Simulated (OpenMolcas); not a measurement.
**Fe³⁺ among point charges: CASSCF and CASPT2 levels and susceptibility**

Aim: the splitting of the states of Fe³⁺ in the field of 4 point charges, its lowest levels with spin-orbit coupling and its magnetic susceptibility.

Program: OpenMolcas 26.06. Level of theory: state-averaged CASSCF and CASPT2, spin-orbit coupling by RASSI with atomic mean-field integrals. These are calculated values, not measurements, unless marked.

## 1. What is computed

- Species: Fe³⁺ (iron, Z = 26, 23 electrons)
- Basis: ANO-RCC-VTZP [6s5p3d2f1g], 59 functions
- Scalar Hamiltonian: DKH2, point nucleus
- Inactive shells: 1s 2s 2p 3s 3p
- Active space: 5 electrons in 5 orbitals (3d)
- Some configurations of this space: 3d⁵
- Orbitals: optimised for each spin and parity, averaged over all roots

Outer shells as boxes (Hund's rule):

3d5
```
3d [↑ ][↑ ][↑ ][↑ ][↑ ]
```

The ion sits among 4 point charges of -1 e arranged as a tetrahedron (Td), 2.04 Å from the ion.

The work runs as a chain of OpenMolcas steps in one folder; each step below is one input file. Labels, J, g values, rates, χT and fits are worked out afterwards by a script from the matrices that RASSI stores.

## 2. One- and two-electron integrals

a.inp reads:

```
&GATEWAY
Coord
1

Fe 0.0 0.0 0.0
Basis=ANO-RCC-VTZP
Group=NoSym
NoMove
AngMom=0.0 0.0 0.0
AMFI
XField
4 Angstrom 0
1.177795 1.177795 1.177795 -1.000000
1.177795 -1.177795 -1.177795 -1.000000
-1.177795 1.177795 -1.177795 -1.000000
-1.177795 -1.177795 1.177795 -1.000000
&SEWARD
```

Run with:

```
> OMP_NUM_THREADS=1 MOLCAS_MEM=1689 MOLCAS_PROJECT=a pymolcas a.inp > a.log
```

## 3. CASSCF: sextets, 1 root

a.inp reads:

```
&RASSCF
FileOrb=start.orb
Symmetry=1
Spin=6
nActEl=5 0 0
Inactive=9
Ras2=5
CIRoot=1 1 1
SDav=1
CIMx=300
Iter=120 100
PrWF=0.3
OrbListing=Nothing
MaxOrb=0
>>> COPY $Project.JobIph JOB001
```

start.orb holds the contracted functions of the basis, ordered by shell, or the orbitals of the step before.

## 4. Reference wave functions, quartets, 24 roots

a.inp reads:

```
&RASSCF
FileOrb=start.orb
Symmetry=1
Spin=4
nActEl=5 0 0
Inactive=9
Ras2=5
CIRoot=24 24 1
SDav=24
CIMx=300
Iter=120 100
PrWF=0.3
OrbListing=Nothing
MaxOrb=0
>>> COPY $Project.JobIph JOB002
```

## 5. Reference wave functions, doublets, 75 roots

a.inp reads:

```
&RASSCF
FileOrb=start.orb
Symmetry=1
Spin=2
nActEl=5 0 0
Inactive=9
Ras2=5
CIRoot=75 75 1
SDav=75
CIMx=300
Iter=120 100
PrWF=0.3
OrbListing=Nothing
MaxOrb=0
>>> COPY $Project.JobIph JOB003
```

## 6. State interaction with spin-orbit coupling

a.inp reads:

```
&RASSI
NrOfJobIphs=3 1 24 75
1
1 2 3 4 5 6 7 8 9 10 11 12 13 14 15 16 17 18 19 20 21 22 23 24
1 2 3 4 5 6 7 8 9 10 11 12 13 14 15 16 17 18 19 20 21 22 23 24 25 26 27
28 29 30 31 32 33 34 35 36 37 38 39 40 41 42 43 44 45 46 47 48 49 50 51
52 53 54 55 56 57 58 59 60 61 62 63 64 65 66 67 68 69 70 71 72 73 74 75
IphNames
JOB001
JOB002
JOB003
EJob
SpinOrbit
DIPRint=1.0
SOCoupling=1000.0
Subsets=2
Property=9
'ANGMOM' 1 'ANGMOM' 2 'ANGMOM' 3 'MLTPL  1' 1 'MLTPL  1' 2 'MLTPL  1' 3
'AMFI' 1 'AMFI' 2 'AMFI' 3
SOProperty=3
'ANGMOM' 1 'ANGMOM' 2 'ANGMOM' 3
```

## 7. CASPT2: IPEA 0.25, imaginary shift 0.1 (closed shells correlated: 3s 3p)

a.inp reads:

```
>>> COPY JOB001 $Project.JobIph
&CASPT2
Multistate=1 1
Frozen=5
IPEA=0.25
Imaginary=0.1
MaxIter=60
WThr=0.0 0.3 0.05
PrWF=0.5
NoMix
>>> COPY JOB002 $Project.JobIph
&CASPT2
Multistate=24 1 2 3 4 5 6 7 8 9 10 11 12 13 14 15 16 17 18 19 20 21 22
23 24
NoMult
Frozen=5
IPEA=0.25
Imaginary=0.1
MaxIter=60
WThr=0.0 0.3 0.05
PrWF=0.5
NoMix
>>> COPY JOB003 $Project.JobIph
&CASPT2
Multistate=75 1 2 3 4 5 6 7 8 9 10 11 12 13 14 15 16 17 18 19 20 21 22
23 24 25 26 27 28 29 30 31 32 33 34 35 36 37 38 39 40 41 42 43 44 45 46
47 48 49 50 51 52 53 54 55 56 57 58 59 60 61 62 63 64 65 66 67 68 69 70
71 72 73 74 75
NoMult
Frozen=5
IPEA=0.25
Imaginary=0.1
MaxIter=60
WThr=0.0 0.3 0.05
PrWF=0.5
NoMix
```

(Steps that only read results are left out.)

Q: Predict the outcome of this session. Wanted: spin-free ground state; lowest level; next level.

The runs gave:

```
                 quantity                                                                        value
                   method  SS-CASPT2, IPEA 0.25, imaginary shift 0.1 (closed shells correlated: 3s 3p)
   spin-free ground state                                              6A1, 1-fold in its orbital part
             lowest level                                                                       6-fold
               next level                                                                 33290.4 cm⁻¹
              χT at 300 K                                                               4.39 cm³ K/mol
effective moment at 300 K                                                                      5.92 μB
```

Cost by method:

| method | time of its own steps | time with the reference |
| --- | --- | --- |
| A. CASSCF | 14 s | 14 s |
| B. SS-CASPT2, IPEA 0.25, imaginary shift 0.1, +3s 3p | 14 s | 28 s |

Times are of one thread on a shared host.

The spin-free ground state (6A1) comes to 100 % from free-ion S terms and keeps the highest spin of the shell. χT at 300 K is 4.39, against 4.39 cm³ K/mol for the spin alone, as a half-filled shell (L = 0) has no orbital moment. An active space of the d shell alone favours high spin; real ions in strong fields can be low spin. A ligand-field fit to the states below 45000 cm-1 gives 10Dq = -158 cm-1, B = 1047 cm-1 and C = 4367 cm-1 (C/B = 4.17), with a deviation of 434 cm-1. CASPT2 does not keep the components of a term degenerate, and the means are used. The field of point charges can differ much from that of real complexes. This is an electrostatic model: the charges have no orbitals.
